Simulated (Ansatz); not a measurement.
Crystal: Cd2S.

```
Cd S
1.0
     3.96267    0.00000    0.00000
    -1.98134    3.43177    0.00000
     0.00000    0.00000    5.80919
Cd S
2 1
Direct
  0.33333 0.66667 0.93272
  0.66667 0.33333 0.57873
  0.33333 0.66667 0.36571
```

The cell comes from a database or a generator and needn't be the stable form of this composition.

Base run:

```yaml
Program: Ansatz 0.2.0
Functional: PBE
Potentials_or_basis: all-electron LAPW, scalar-relativistic
Cutoff: 229 eV (chosen from the basis error)
Basis_error_allowed: 0.002 eV/atom
k_mesh: 8 × 8 × 5
Occupations: fermi-dirac, width 0.05 eV
Spin: no spin polarisation
```

Its results: band gap on the k mesh 0.24 eV, indirect (least direct gap 0.57 eV); pressure -0.1 GPa; largest force 0.072 eV/Å.

Q: The run is repeated on the same cell with these changes: functional from PBE to PBEsol. What comes out?

A: Band gap on the k mesh 0.22 eV, indirect (least direct gap 0.56 eV); pressure -3.0 GPa; largest force 0.143 eV/Å.

PBEsol binds more tightly than PBE, so the same cell stands under less pressure.

A k mesh can miss the band edges.
